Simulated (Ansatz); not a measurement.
# C₂H₈GeO₂S: up Jacob's ladder to CCSD(T)

One table from this session's results is given with a row withheld; the runs are named, their logs left out.

The runs use Ansatz 0.2.0, Gaussian basis; functionals in def2-TZVPP, the program's frozen cores in correlated methods.

Plan: PBE-D4, r2SCAN-D4, PBE0-D4, B3LYP-D4, ωB97X-V, ωB97M-V, B2PLYP; CCSD(T)/def2-TZVPP; MP2/def2-QZVPP; extrapolation to the limit.

### Structure used throughout

An earlier PBE0-D4 in a triple-zeta def2 set relaxation fixed the geometry.

14 atoms, charge 0, spin multiplicity 1.

Atoms are counted from 1 here; the program's logs count them from 0.

Bond lengths: C1–O2 1.412 Å, C1–H7 1.097 Å, C1–H8 1.092 Å, C1–H9 1.096 Å, O2–Ge3 1.773 Å, Ge3–S4 2.206 Å, Ge3–O5 1.768 Å, Ge3–H10 1.532 Å, S4–H11 1.344 Å, O5–C6 1.412 Å, C6–H12 1.096 Å, C6–H13 1.096 Å, C6–H14 1.092 Å. Angles: O2–C1–H7 111.9°, O2–C1–H8 107.7°, O2–C1–H9 112.0°, H7–C1–H8 108.2°, H7–C1–H9 108.4°, H8–C1–H9 108.5°, C1–O2–Ge3 118.4°, O2–Ge3–S4 102.8°, O2–Ge3–O5 109.3°, O2–Ge3–H10 113.2°, S4–Ge3–O5 112.6°, S4–Ge3–H10 114.9°, O5–Ge3–H10 104.1°, Ge3–S4–H11 90.7°, Ge3–O5–C6 119.7°, O5–C6–H12 111.8°, O5–C6–H13 111.8°, O5–C6–H14 107.7° and more.

The first run:

The input, in.yaml:

```yaml
crystal:
  periodic: [false, false, false]
  atoms:
    - {symbol: C, position_ang: [-2.124212, 0.253421, -0.099353]}
    - {symbol: O, position_ang: [-0.939998, 0.900120, -0.516684]}
    - {symbol: Ge, position_ang: [0.435402, 0.943539, 0.600829]}
    - {symbol: S, position_ang: [1.986913, 1.982946, -0.573037]}
    - {symbol: O, position_ang: [0.896330, -0.709251, 1.025686]}
    - {symbol: C, position_ang: [1.350780, -1.589904, 0.020487]}
    - {symbol: H, position_ang: [-2.581038, 0.753401, 0.763756]}
    - {symbol: H, position_ang: [-2.833336, 0.289986, -0.928934]}
    - {symbol: H, position_ang: [-1.949189, -0.796366, 0.162244]}
    - {symbol: H, position_ang: [0.099464, 1.593917, 1.946064]}
    - {symbol: H, position_ang: [1.228676, 1.897148, -1.679937]}
    - {symbol: H, position_ang: [0.561780, -1.822202, -0.704207]}
    - {symbol: H, position_ang: [2.209143, -1.178811, -0.522937]}
    - {symbol: H, position_ang: [1.659265, -2.517943, 0.506013]}
basis:
  gaussian: {orbitals: def2-TZVPP}
hamiltonian: {xc: pbe, dispersion: d4}
output: {forces: true, orbitals: {seedname: orbitals}}
```

On the command line:

```
$ ansatz run in.yaml --threads 2 --pin off --events-out ev --progress --plain --max-ram 32768MiB --backend cuda --devices 0, --max-vram 18GiB
```

Among the steps run: PBE-D4 (GGA); r2SCAN-D4 (meta-GGA); PBE0-D4 (hybrid); B3LYP-D4 (hybrid); ωB97X-V (range-separated); ωB97M-V (range-separated); B2PLYP (double hybrid); CCSD(T) in def2-TZVPP; MP2 in def2-QZVPP.

One of the session's tables, all rows but one given; the rest of the session is left out.

| method | atomisation energy (eV) |
| --- | --- |
| PBE-D4 | ? |
| r2SCAN-D4 | 51.878 |
| PBE0-D4 | 51.559 |
| B3LYP-D4 | 51.521 |
| ωB97X-V | 51.966 |
| ωB97M-V | 51.793 |
| B2PLYP | 51.062 |
| HF/def2-TZVPP | 36.630 |
| MP2/def2-TZVPP | 51.396 |
| CCSD/def2-TZVPP | 49.771 |
| CCSD(T)/def2-TZVPP | 50.605 |
| MP2/CBS | 52.679 |
| CCSD(T)/CBS | 51.887 |

Q: Estimate the row for PBE-D4 from the others.

The run gave: atomisation energy (eV): 52.594. In the column «atomisation energy (eV)» it lies between ωB97X-V (51.966) and MP2/CBS (52.679).
